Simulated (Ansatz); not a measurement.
# Zn (diamond type): the cost of one run

Computed with Ansatz 0.2.0 (DFT PBEsol, with the methods named in each step, unless a step's input says otherwise).

This is Zn in the diamond structure; at room conditions it is hcp.

1 further run of the same task is left out (for a known fault of the program). Runs told in other sessions of the task aren't counted.

## Step 1: The structure to begin with

Symmetry: Fd-3m, No. 227, cubic system. The conventional cell has a = 5.652 Å, b = 5.652 Å, c = 5.652 Å, α = 90.00°, β = 90.00°, γ = 90.00°. Zn (site symmetry -43m) is surrounded by 4 Zn at 2.45 Å.

Structure file:

```cif
data_structure
_symmetry_space_group_name_H-M 'Fd-3m:1'
_symmetry_Int_Tables_number 227
_cell_length_a 5.6522
_cell_length_b 5.6522
_cell_length_c 5.6522
_cell_angle_alpha 90.000
_cell_angle_beta 90.000
_cell_angle_gamma 90.000
_cell_volume 180.57
loop_
_atom_site_label
_atom_site_type_symbol
_atom_site_symmetry_multiplicity
_atom_site_Wyckoff_symbol
_atom_site_fract_x
_atom_site_fract_y
_atom_site_fract_z
_atom_site_occupancy
Zn1 Zn 8 b 0.00000 0.50000 0.00000 1
```

The file gives the conventional cell by its symmetry; the runs use the cell typed in the input.

Whether this phase is the stable one at these pressures isn't tested.

Atoms are numbered in the order of the input: Zn1, Zn2.

## Step 2: The reference volume, LAPW

input.yaml reads:

```yaml
crystal:
  lattice:
    - [0.0, 2.8261085908, 2.8261085908]
    - [2.8261085908, 0.0, 2.8261085908]
    - [2.8261085908, 2.8261085908, 0.0]
  atoms:
    - { symbol: Zn, position: [-0.125, -0.125, -0.125] }
    - { symbol: Zn, position: [0.125, 0.125, 0.125] }
kpoints:
  mp_grid: { grid: [13, 13, 13] }
  band_path:
    path:
      - [0.0, 0.0, 0.0]
      - [0.5, 0.0, 0.5]
      - [0.625, 0.25, 0.625]
      - [0.375, 0.375, 0.75]
      - [0.0, 0.0, 0.0]
      - [0.5, 0.5, 0.5]
      - [0.5, 0.25, 0.75]
      - [0.5, 0.0, 0.5]
    npoints: 14
scf:
  occupations: { method: fermi_dirac, width: 0.05 }
hamiltonian:
  xc: pbesol
  pseudopotentials: { kind: all_electron, lapw: { basis_error: 0.001 } }
output:
  forces: true
  stress: true
  eigenvalues: true
  populations: true
  dos: { projected: true, de: 0.2, e_range: [-14, 8] }
```

On the command line:

```sh
ansatz run input.yaml --threads 1 --pin off --max-ram 2048MiB --backend cpu --events-out ev --progress --plain --runs-dir out
```

Q: Estimate wall time and peak memory on 1 thread of Arm Neoverse V2, shared host.

About 30 s, with a peak of 0.41 GiB.
